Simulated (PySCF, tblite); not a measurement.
# C₆H₇F₃OS: geometry, infrared bands and NMR shifts

Wanted: the infrared bands and NMR shifts of C₆H₇F₃OS (`O=C1CCS[C@H](C(F)(F)F)C1`), by calculation.

Computed with tblite 0.8.0 and PySCF 2.14.0, with density-fitted response routines of our own, on a single molecule in the gas phase. Atoms are numbered from 0 throughout.

## 1. The molecule as given

18 atoms, charge 0, multiplicity 1; geometry from: force field or distance geometry start.

Bonds of the start (Å): O0–C1 1.24, C1–C2 1.50, C2–C3 1.51, C3–S4 1.81, S4–C5 1.84, C5–C6 1.53, C6–F7 1.35, C6–F8 1.35, C6–F9 1.36, C5–C10 1.52, C10–C1 1.51, C2–H11 1.10, C2–H12 1.10, C3–H13 1.09, C3–H14 1.10, C5–H15 1.09, C10–H16 1.09, C10–H17 1.10.

## 2. Relaxing the molecule with GFN2-xTB

What the job is given:

```
{"job": {"kind": "relax", "xc": "GFN2-xTB", "basis": "xTB"}, "charge": 0, "multiplicity": 1}
O     -0.614200     1.427500     1.905200
C     -0.676200     0.996000     0.748800
C     -1.834500     0.171100     0.276600
C     -1.392800    -1.163700    -0.266700
S     -0.220000    -0.990500    -1.632700
C      1.055500     0.064300    -0.820700
C      1.915500    -0.662100     0.220000
F      2.541600    -1.735000    -0.308200
F      2.886000     0.150200     0.701700
F      1.184500    -1.095000     1.280800
C      0.404900     1.316200    -0.248600
H     -2.536300     0.020100     1.113600
H     -2.386000     0.754200    -0.477200
H     -2.254200    -1.731000    -0.628900
H     -0.933600    -1.767900     0.529200
H      1.734300     0.377900    -1.610000
H     -0.041600     1.930900    -1.036400
H      1.158500     1.943200     0.241900
```

On the command line:

```console
$ OMP_NUM_THREADS=1 python probes_run.py task.json out
```

This one command runs all jobs of the session in turn.

**Question.** This job is followed by: GFN2-xTB harmonic vibrations, gas phase; GIAO PBE0/pcSseg-1 NMR shielding, non-relativistic, gas phase. Predict these results of the whole session: strongest single infrared mode (GFN2-xTB); zero-point energy (GFN2-xTB); 13C shifts against TMS (PBE0/pcSseg-1); 1H shifts against TMS (PBE0/pcSseg-1); 17O shifts against H2O (PBE0/pcSseg-1); 33S shifts against CS2 (PBE0/pcSseg-1); 19F shifts against CFCl3 (PBE0/pcSseg-1, means over atoms taken as alike); surface potential, 1st and 99th percentile.

**Answer**, as computed:

| quantity | value |
| --- | --- |
| strongest single infrared mode (GFN2-xTB) | 1791 cm⁻¹, 361 km/mol |
| zero-point energy (GFN2-xTB) | 77.8 kcal/mol |
| 13C shifts against TMS (PBE0/pcSseg-1) | 208.2, 135.9, 53.9, 47.1, 45.4, 36.0 ppm |
| 1H shifts against TMS (PBE0/pcSseg-1) | 3.71, 3.49, 2.89, 2.74, 2.72, 2.65, 2.62 ppm |
| 17O shifts against H2O (PBE0/pcSseg-1) | 703.2 ppm |
| 33S shifts against CS2 (PBE0/pcSseg-1) | 5 ppm |
| 19F shifts against CFCl3 (PBE0/pcSseg-1, means over atoms taken as alike) | -82.1 ppm |
| surface potential, 1st and 99th percentile | -1.52 V and 1.40 V |

**Reading.** Relaxing lowered the energy by 0.137 eV in 47 steps; the close pair that moved most is O0–C1, from 1.236 to 1.200 Å. No mode is imaginary among the 48: a minimum at this level. The strongest single mode, at 1791 cm⁻¹, moves mainly C1 and O0. Unscaled tight-binding wavenumbers are off by several per cent, some by more. Its intensities can rank the bands wrongly. C1 (ketone carbonyl carbon) lies farthest downfield among carbon, at 208.2 ppm; low-lying n→π* states of the double bond to the heteroatom give a large paramagnetic term (-268 ppm). At PBE0/pcSseg-1: The widest tensor belongs to O0: span 1282 ppm, with a paramagnetic part of -765 ppm. At PBE0/pcSseg-1, counted by nearest atom on the grid, the HOMO lies on S4 77 %, the LUMO on C1 41 %; O0 29 %.
